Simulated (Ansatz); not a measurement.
The system is Ti4Ru.

```xyz
5
Lattice="0.0000 2.3727 11.0539 1.5568 0.0000 11.0539 1.5568 2.3727 0.0000" Properties=species:S:1:pos:R:3 pbc="T T T"
Ru    0.0000    0.0000    0.0000
Ti    1.5568    2.3727   13.0521
Ti    1.5568    2.3727    4.3536
Ti    1.5568    2.3727   17.7543
Ti    1.5568    2.3727    9.0557
```

The cell comes from a database or a generator and needn't be the stable form of this composition.

```yaml
Program: Ansatz 0.2.0
Task: relaxation of cell and atoms
Functional: PBEsol
Potentials_or_basis: Ansatz PAW
Cutoff: "420 eV (not typed: the program's choice for these potentials)"
k_mesh: 10 × 10 × 10
Occupations: fermi-dirac, width 0.05 eV
Spin: no spin polarisation
```

At the start: volume 16.33 Å³/atom.

Question: How do energy, volume and symmetry change on relaxing?

Answer: It ends after 5 steps and the volume is 15.75 Å³/atom (-3.6 %); space group Fmmm (No. 69, to 0.05 Å).

Step by step:
| step | energy change (eV) | largest force (eV/Å) | volume (Å³) |
| --- | --- | --- | --- |
| 1 | 0.0000 | 0.2589 | 81.66 |
| 2 | -0.0518 | 0.0443 | 78.87 |
| 3 | -0.0522 | 0.0079 | 78.71 |
| 4 | -0.0522 | 0.0003 | 78.74 |
| 5 | -0.0518 | 0.0003 | 78.74 |

Final structure:
```
CELL_PARAMETERS angstrom
0.00000 2.34149 10.98880
1.53004 0.00000 10.98880
1.53004 2.34149 0.00000
ATOMIC_POSITIONS crystal
Ru 0.00000 0.00000 0.00000
Ti 0.59011 0.59011 0.40989
Ti 0.19676 0.19676 0.80324
Ti 0.80324 0.80324 0.19676
Ti 0.40989 0.40989 0.59011
```

Caveat: the plane-wave basis is chosen anew once the cell has moved, so the energies of steps on either side of that aren't comparable; the PAW data sets come from PBE, with cores solved anew for the run's functional, which leaves a small shift of forces and pressure.
